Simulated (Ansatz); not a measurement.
# ClFGeH2O: the cost of one run

Method: RKS PBE/def2-mTZVP, in Ansatz 0.2.0.

## Step 1: The starting structure

Bond lengths: Ge1–F2 1.680 Å, Ge1–H3 1.550 Å, Ge1–Cl4 2.218 Å, Ge1–O5 1.769 Å, O5–H6 1.010 Å. Angles: F2–Ge1–H3 109.5°, F2–Ge1–Cl4 109.5°, F2–Ge1–O5 109.5°, H3–Ge1–Cl4 109.5°, H3–Ge1–O5 109.5°, Cl4–Ge1–O5 109.5°, Ge1–O5–H6 109.5°.

As a file:

```xyz
6

Ge    0.0000    0.0000    0.0000
F     0.0000    0.0000    1.6800
H     1.4616    0.0000   -0.5162
Cl   -1.0456    1.8115   -0.7393
O    -0.8337   -1.4443   -0.5894
H    -1.2883   -1.9100    0.1830
```

## Step 2: Preparing the start

Input file input.yaml:

```yaml
crystal:
  periodic: [false, false, false]
  atoms:
    - { symbol: Ge, position_ang: [0.0, 0.0, 0.0] }
    - { symbol: F, position_ang: [0.0, 0.0, 1.68] }
    - { symbol: H, position_ang: [1.4616, 0.0, -0.5162] }
    - { symbol: Cl, position_ang: [-1.0456, 1.8115, -0.7393] }
    - { symbol: O, position_ang: [-0.8337, -1.4443, -0.5894] }
    - { symbol: H, position_ang: [-1.2883, -1.91, 0.183] }
basis:
  gaussian: { orbitals: def2-mTZVP }
hamiltonian:
  xc: pbe
relax:
  f_tol: 0.02
  max_steps: 40
```

Command:

```bash
ansatz run input.yaml --threads 2 --pin off --max-ram 3072MiB --backend cpu --events-out ev --progress --plain --runs-dir out
```

Q: Estimate wall time and peak memory on 2 threads of Intel Xeon 6975P-C (Granite Rapids), shared host.

About 17 s, with a peak of 0.15 GiB.
